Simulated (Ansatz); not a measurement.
# TaO₃: a line through an energy map

How does the energy of TaO3 (Pm-3m, No. 221; 4 atoms in the cell) vary with volume per atom, at c/a of the conventional cell = 0.913?

Method: DFT PBEsol, scalar-relativistic, plane waves, PAW, in Ansatz 0.2.0.

1 further run of the same task is left out (set aside as unsound or not needed). Runs told in other sessions of the task aren't counted.

## (1) The structure to begin with

The structure is cubic, space group Pm-3m (No. 221). Conventional cell: a = 3.922 Å, b = 3.922 Å, c = 3.922 Å, α = 90.00°, β = 90.00°, γ = 90.00°. Ta (site symmetry m-3m) has 6 O at 1.96 Å in its first shell of neighbours. O (site symmetry 4/mmm) has 2 Ta at 1.96 Å in its first shell of neighbours.

Coordinates:

```cif
data_structure
_symmetry_space_group_name_H-M 'P 1'
_symmetry_Int_Tables_number 1
_cell_length_a 3.9220
_cell_length_b 3.9220
_cell_length_c 3.9220
_cell_angle_alpha 90.000
_cell_angle_beta 90.000
_cell_angle_gamma 90.000
_cell_volume 60.33
loop_
_atom_site_label
_atom_site_type_symbol
_atom_site_fract_x
_atom_site_fract_y
_atom_site_fract_z
_atom_site_occupancy
Ta1 Ta 0.50000 0.50000 0.50000 1
O1 O 0.00000 0.50000 0.50000 1
O2 O 0.50000 0.50000 0.00000 1
O3 O 0.50000 0.00000 0.50000 1
```

It goes back to an entry of the Materials Project, which need not be the stable form.

This cell was relaxed beforehand with the same method: volume 15.08 Å³/atom, gap on the mesh none (metal), site moments up to 0.2 μB.

## (2) The scan

The energy is mapped over volume and the cell's shape.

First coordinate, volume per atom: 5 values from 13.27 to 16.89 Å³. Second coordinate, c/a of the conventional cell: 5 values from 0.834 to 1.200.

Nothing else is relaxed (symmetry fixes all fractional coordinates). Energies count from the relaxed crystal. Points are written as (first, second).

## (3) Grid point (13.27 Å³, 0.913)

input.yaml

```yaml
crystal:
  lattice:
    - [3.8742362711, 0.0, 0.0]
    - [0.0, 3.8742362711, 0.0]
    - [0.0, 0.0, 3.5371777155]
  atoms:
    - { symbol: Ta, position: [0.5, 0.5, 0.5] }
    - { symbol: O, position: [0.0, 0.5, 0.5], spin: 0.19 }
    - { symbol: O, position: [0.5, 0.5, 0.0], spin: 0.19 }
    - { symbol: O, position: [0.5, 0.0, 0.5], spin: 0.19 }
basis:
  ecutwfc: 520.0
kpoints:
  mp_grid: { grid: [12, 12, 12] }
hamiltonian:
  xc: pbesol
  pseudopotentials: { kind: paw, azcp: { folder: soft_1 } }
scf:
  occupations: { method: gaussian, width: 0.15 }
output:
  forces: true
  stress: true
  eigenvalues: true
  populations: true
magnetization:
  spin_polarized: true
```

Launch:

```console
ansatz run input.yaml --threads 2 --pin off --max-ram 4096MiB --backend cpu --events-out ev --progress --plain --runs-dir out
```

The log of the run, cut to the lines that bear on the results:

```text
Warning: <dir> the record states the generating functional pbe (its physics header spells it `PBE`), which answers neither for hamiltonian.xc's functional nor for the pbesol family's — results may be inconsistent (PPs are generated against a specific XC)
[...]
Warning: RAYON_NUM_THREADS=2 ignored (pool sized by the plan → 2); use --threads N
[...]
Pseudopotentials: kind: paw
Pseudopotential: Ta, paw, valence charge 13, recommended cutoff 420 eV (normal), <dir>
Pseudopotential: O, paw, valence charge 6, recommended cutoff 420 eV (normal), <dir>
Functional definition: PBEsol
[...]
Crystal: 4 atoms, lattice volume = 53.092 Å³
Basis set: ecut = 520 eV, 1437 PW (Γ), exchange–correlation on 60×60×54 points (8 copies of the dense FFT grid, shifted against one another)
Bands: 20, of which v1, the nominal top of the filled ones, is band 16 counted from 1 (15 counted from 0)
Symmetry: 16 space group operations
Space group: P4/mmm (ITA 123), of the structure as read, at distance tolerance 3.8e-5 Å
Magnetic group: BNS 123.339 (UNI 999), of the structure as read, at distance tolerance 3.8e-5 Å
k-points: 196 of 1728
[...]
Starting moments: Σ|m| = 0.57 μB on 3 of 4 sites
[...]
SCF iter   1: F=—  HF=-11484.075261 eV  |F-HF|=—  |Δ(HF+E_count)|=         —  Δρ=4.19e-2 (↑3.99e-2 ↓4.19e-2)  dr2=3.61e0  dr2_m=3.39e-2  M=0.170 μB ∫|m|=0.224 μB  β_m=0.30  ethr=3.10e-3  ⟨swp⟩=5.1  Hψ=36465  notcnv=0
[...]
spin=Collinear: Kerker preconditioning applied to the charge; magnetization (m = ρ↑ − ρ↓) channel mixes plain (no charge-response kernel on spin).
[...]
SCF converged after 20 iterations
Magnetization: 0.7206 μB (15.8603 up, 15.1397 down)
Absolute magnetization: 0.8234 μB (∫|ρ↑−ρ↓|, with the PAW one-centre terms)
Spin contamination: 0.0031 ħ² per cell (⟨S²⟩ above its minimum at these occupations)
Per-site moments (μB) at R_I (Å): [(-0.015038437784422586, 0.729542903821875), (0.2531404528297578, 0.7990612309143751), (0.16895701614872066, 0.729542903821875), (0.2531404528297577, 0.7990612309143751)]
Free energy (F): -11489.974956 eV
[...]
E sigma→0 (E₀):  -11489.959672 eV
Entropy (-TS):   -0.030568 eV (-7.642 meV/atom)
Fermi energy:    5.608278 eV
[...]
--- Forces (eV/Å), atoms counted from 1 ---
  atom   1  Ta     0.00000000     0.00000000     0.00000000
  atom   2  O      0.00000000     0.00000000     0.00000000
  atom   3  O      0.00000000     0.00000000     0.00000000
  atom   4  O      0.00000000     0.00000000     0.00000000
[...]
--- Stress (GPa, compression-positive) ---
       14.149243       0.000000       0.000000
        0.000000      14.149243       0.000000
        0.000000       0.000000      86.839804
  P = ⅓ Tr σ = 38.3794 GPa (383.794 kbar)
--- Band table (eV; the first three rows and the last of 392) ---
  k-point 0 ↑: bands = ["-60.3556", "-27.5621", "-27.0809", "-27.0809", "-12.8952", "-11.6376", "-11.2422", "2.9761", "2.9761", "3.8996", "4.4565", "4.4565", "4.8500", "5.1318", "5.1318", "5.5597", "9.0261", "9.0462", "9.0462", "12.6101"]
[...]
--- Löwdin populations: 4 sites ---
  site symbol       q [e]    m [muB]
     0     Ta     11.3867    -0.0773
     1      O      6.5162     0.3019
     2      O      6.4469     0.1977
     3      O      6.5162     0.3019
  spilling = 0.004321 (of n_electrons = 31.000000)
```

It took 62 s on 2 threads of Arm Neoverse N1, shared host; peak memory 0.63 GiB.

That is 350 meV/atom from the zero.

## (4) Point (14.18 Å³, 0.913)

input.yaml: that of step 3 with these lines changed.

```diff
@@ -2,5 +2,5 @@
   lattice:
-    - [3.8742362711, 0.0, 0.0]
-    - [0.0, 3.8742362711, 0.0]
-    - [0.0, 0.0, 3.5371777155]
+    - [3.9602674633, 0.0, 0.0]
+    - [0.0, 3.9602674633, 0.0]
+    - [0.0, 0.0, 3.615724194]
   atoms:
```

Launch:

```console
ansatz run input.yaml --threads 2 --pin off --max-ram 4096MiB --backend cpu --events-out ev --progress --plain --runs-dir out
```

The log of the run, cut to the lines that bear on the results:

```text
Warning: <dir> the record states the generating functional pbe (its physics header spells it `PBE`), which answers neither for hamiltonian.xc's functional nor for the pbesol family's — results may be inconsistent (PPs are generated against a specific XC)
[...]
Warning: RAYON_NUM_THREADS=2 ignored (pool sized by the plan → 2); use --threads N
[...]
[... 4 set-up lines as earlier in the session ...]
[...]
Crystal: 4 atoms, lattice volume = 56.708 Å³
Basis set: ecut = 520 eV, 1533 PW (Γ), exchange–correlation on 60×60×54 points (8 copies of the dense FFT grid, shifted against one another)
Bands: 20, of which v1, the nominal top of the filled ones, is band 16 counted from 1 (15 counted from 0)
[... 2 set-up lines as earlier in the session ...]
[...]
Free energy (F): -11490.614290 eV
[...]
E sigma→0 (E₀):  -11490.601074 eV
Entropy (-TS):   -0.026433 eV (-6.608 meV/atom)
Fermi energy:    4.853492 eV
[...]
--- Forces (eV/Å), atoms counted from 1 ---
  atom   1  Ta     0.00000000     0.00000000     0.00000000
  atom   2  O      0.00000000     0.00000000     0.00000000
  atom   3  O      0.00000000     0.00000000     0.00000000
  atom   4  O     -0.00000000     0.00000000     0.00000000
[...]
--- Stress (GPa, compression-positive) ---
       -0.333509       0.000000       0.000000
        0.000000      -0.333509       0.000000
        0.000000       0.000000      57.918396
  P = ⅓ Tr σ = 19.0838 GPa (190.838 kbar)
--- Band table (eV; the first three rows and the last of 392) ---
  k-point 0 ↑: bands = ["-61.5274", "-28.4890", "-28.1449", "-28.1449", "-13.3717", "-12.2757", "-11.9245", "2.2074", "2.2074", "3.0176", "3.6865", "3.6865", "3.9999", "4.1937", "4.1937", "4.5705", "8.0702", "8.1069", "8.1069", "11.5990"]
[...]
--- Löwdin populations: 4 sites ---
  site symbol       q [e]    m [muB]
     0     Ta     11.3512    -0.1151
     1      O      6.5197     0.4195
     2      O      6.4756     0.2204
     3      O      6.5197     0.4195
  spilling = 0.004313 (of n_electrons = 31.000000)
```

Run time: 48 s. Hardware: 2 threads of Arm Neoverse N1, shared host; peak memory 0.65 GiB.

Energy on the map's scale: 190 meV/atom.

## (5) Grid point (15.08 Å³, 0.913)

input.yaml: that of step 4 with these lines changed.

```diff
@@ -2,5 +2,5 @@
   lattice:
-    - [3.9602674633, 0.0, 0.0]
-    - [0.0, 3.9602674633, 0.0]
-    - [0.0, 0.0, 3.615724194]
+    - [4.0428415669, 0.0, 0.0]
+    - [0.0, 4.0428415669, 0.0]
+    - [0.0, 0.0, 3.6911143505]
   atoms:
```

Launch:

```console
ansatz run input.yaml --threads 2 --pin off --max-ram 4096MiB --backend cpu --events-out ev --progress --plain --runs-dir out
```

The log of the run, cut to the lines that bear on the results:

```text
Warning: <dir> the record states the generating functional pbe (its physics header spells it `PBE`), which answers neither for hamiltonian.xc's functional nor for the pbesol family's — results may be inconsistent (PPs are generated against a specific XC)
[...]
Warning: RAYON_NUM_THREADS=2 ignored (pool sized by the plan → 2); use --threads N
[...]
[... 4 set-up lines as earlier in the session ...]
[...]
Crystal: 4 atoms, lattice volume = 60.330 Å³
Basis set: ecut = 520 eV, 1653 PW (Γ), exchange–correlation on 64×64×60 points (8 copies of the dense FFT grid, shifted against one another)
Bands: 20, of which v1, the nominal top of the filled ones, is band 16 counted from 1 (15 counted from 0)
[... 1 set-up line as earlier in the session ...]
Space group: P4/mmm (ITA 123), of the structure as read, at distance tolerance 3.9e-5 Å
[...]
Free energy (F): -11490.871813 eV
[...]
E sigma→0 (E₀):  -11490.859248 eV
Entropy (-TS):   -0.025131 eV (-6.283 meV/atom)
Fermi energy:    4.196559 eV
[...]
--- Forces (eV/Å), atoms counted from 1 ---
  atom   1  Ta     0.00000000     0.00000000     0.00000000
  atom   2  O      0.00000000     0.00000000     0.00000000
  atom   3  O      0.00000000    -0.00000000     0.00000000
  atom   4  O      0.00000000     0.00000000     0.00000000
[...]
--- Stress (GPa, compression-positive) ---
      -10.974977       0.000000       0.000000
        0.000000     -10.974977       0.000000
        0.000000       0.000000      35.234064
  P = ⅓ Tr σ = 4.4280 GPa (44.280 kbar)
--- Band table (eV; the first three rows and the last of 392) ---
  k-point 0 ↑: bands = ["-62.6176", "-29.3924", "-29.1397", "-29.1397", "-13.8198", "-12.7913", "-12.4708", "1.5380", "1.5380", "2.2664", "3.0424", "3.0424", "3.3302", "3.4335", "3.4335", "3.7023", "7.1940", "7.2334", "7.2334", "10.6569"]
[...]
--- Löwdin populations: 4 sites ---
  site symbol       q [e]    m [muB]
     0     Ta     11.3201    -0.1320
     1      O      6.5257     0.4505
     2      O      6.4938     0.2209
     3      O      6.5257     0.4505
  spilling = 0.004347 (of n_electrons = 31.000000)
```

Wall time 50 s (2 threads of Arm Neoverse N1, shared host); peak memory 0.68 GiB.

That is 126 meV/atom from the zero.

## (6) The run at (15.99 Å³, 0.913)

input.yaml: that of step 5 with these lines changed.

```diff
@@ -2,5 +2,5 @@
   lattice:
-    - [4.0428415669, 0.0, 0.0]
-    - [0.0, 4.0428415669, 0.0]
-    - [0.0, 0.0, 3.6911143505]
+    - [4.1221019577, 0.0, 0.0]
+    - [0.0, 4.1221019577, 0.0]
+    - [0.0, 0.0, 3.7634790874]
   atoms:
```

Launch:

```console
ansatz run input.yaml --threads 2 --pin off --max-ram 4096MiB --backend cpu --events-out ev --progress --plain --runs-dir out
```

The log of the run, cut to the lines that bear on the results:

```text
Warning: <dir> the record states the generating functional pbe (its physics header spells it `PBE`), which answers neither for hamiltonian.xc's functional nor for the pbesol family's — results may be inconsistent (PPs are generated against a specific XC)
[...]
Warning: RAYON_NUM_THREADS=2 ignored (pool sized by the plan → 2); use --threads N
[...]
[... 4 set-up lines as earlier in the session ...]
[...]
Crystal: 4 atoms, lattice volume = 63.948 Å³
Basis set: ecut = 520 eV, 1693 PW (Γ), exchange–correlation on 64×64×60 points (8 copies of the dense FFT grid, shifted against one another)
Bands: 20, of which v1, the nominal top of the filled ones, is band 16 counted from 1 (15 counted from 0)
[... 1 set-up line as earlier in the session ...]
Space group: P4/mmm (ITA 123), of the structure as read, at distance tolerance 4.0e-5 Å
[...]
Free energy (F): -11490.843782 eV
[...]
E sigma→0 (E₀):  -11490.830918 eV
Entropy (-TS):   -0.025728 eV (-6.432 meV/atom)
Fermi energy:    3.615546 eV
[...]
--- Forces (eV/Å), atoms counted from 1 ---
  atom   1  Ta     0.00000000     0.00000000     0.00000000
  atom   2  O      0.00000000    -0.00000000     0.00000000
  atom   3  O      0.00000000     0.00000000     0.00000000
  atom   4  O      0.00000000     0.00000000     0.00000000
[...]
--- Stress (GPa, compression-positive) ---
      -18.528897       0.000000       0.000000
        0.000000     -18.528897       0.000000
        0.000000       0.000000      18.012218
  P = ⅓ Tr σ = -6.3485 GPa (-63.485 kbar)
--- Band table (eV; the first three rows and the last of 392) ---
  k-point 0 ↑: bands = ["-63.6068", "-30.2335", "-30.0499", "-30.0499", "-14.2219", "-13.2425", "-12.9477", "0.9507", "0.9507", "1.5843", "2.4759", "2.4759", "2.7486", "2.7854", "2.7854", "2.9698", "6.3998", "6.4385", "6.4385", "9.7520"]
[...]
--- Löwdin populations: 4 sites ---
  site symbol       q [e]    m [muB]
     0     Ta     11.2936    -0.1454
     1      O      6.5311     0.4647
     2      O      6.5080     0.2190
     3      O      6.5311     0.4647
  spilling = 0.004397 (of n_electrons = 31.000000)
```

Wall time 49 s (2 threads of Arm Neoverse N1, shared host); peak memory 0.7 GiB.

Energy on the map's scale: 133 meV/atom.

## (7) The run at (16.89 Å³, 0.913)

input.yaml: that of step 6 with these lines changed.

```diff
@@ -2,5 +2,5 @@
   lattice:
-    - [4.1221019577, 0.0, 0.0]
-    - [0.0, 4.1221019577, 0.0]
-    - [0.0, 0.0, 3.7634790874]
+    - [4.1984607311, 0.0, 0.0]
+    - [0.0, 4.1984607311, 0.0]
+    - [0.0, 0.0, 3.8331946475]
   atoms:
```

Launch:

```console
ansatz run input.yaml --threads 2 --pin off --max-ram 4096MiB --backend cpu --events-out ev --progress --plain --runs-dir out
```

The log of the run, cut to the lines that bear on the results:

```text
Warning: <dir> the record states the generating functional pbe (its physics header spells it `PBE`), which answers neither for hamiltonian.xc's functional nor for the pbesol family's — results may be inconsistent (PPs are generated against a specific XC)
[...]
Warning: RAYON_NUM_THREADS=2 ignored (pool sized by the plan → 2); use --threads N
[...]
[... 4 set-up lines as earlier in the session ...]
[...]
Crystal: 4 atoms, lattice volume = 67.568 Å³
Basis set: ecut = 520 eV, 1831 PW (Γ), exchange–correlation on 64×64×60 points (8 copies of the dense FFT grid, shifted against one another)
Bands: 20, of which v1, the nominal top of the filled ones, is band 16 counted from 1 (15 counted from 0)
[... 1 set-up line as earlier in the session ...]
Space group: P4/mmm (ITA 123), of the structure as read, at distance tolerance 4.1e-5 Å
[...]
Free energy (F): -11490.606894 eV
[...]
E sigma→0 (E₀):  -11490.593216 eV
Entropy (-TS):   -0.027355 eV (-6.839 meV/atom)
Fermi energy:    3.095900 eV
[...]
--- Forces (eV/Å), atoms counted from 1 ---
  atom   1  Ta    -0.00000000    -0.00000000     0.00000000
  atom   2  O      0.00000000     0.00000000     0.00000000
  atom   3  O      0.00000000     0.00000000     0.00000000
  atom   4  O      0.00000000    -0.00000000     0.00000000
[...]
--- Stress (GPa, compression-positive) ---
      -23.791317       0.000000       0.000000
        0.000000     -23.791317       0.000000
        0.000000       0.000000       4.979668
  P = ⅓ Tr σ = -14.2010 GPa (-142.010 kbar)
--- Band table (eV; the first three rows and the last of 392) ---
  k-point 0 ↑: bands = ["-64.5019", "-31.0085", "-30.8803", "-30.8803", "-14.5774", "-13.6471", "-13.3761", "0.4326", "0.4326", "0.9644", "1.9706", "1.9706", "2.2192", "2.2192", "2.2290", "2.3514", "5.6780", "5.7160", "5.7160", "8.7291"]
[...]
--- Löwdin populations: 4 sites ---
  site symbol       q [e]    m [muB]
     0     Ta     11.2716    -0.1587
     1      O      6.5351     0.4751
     2      O      6.5200     0.2158
     3      O      6.5351     0.4751
  spilling = 0.004457 (of n_electrons = 31.000000)
```

Wall time 50 s (2 threads of Arm Neoverse N1, shared host); peak memory 0.72 GiB.

Energy on the map's scale: 192 meV/atom.

[end of part 1 of 2]
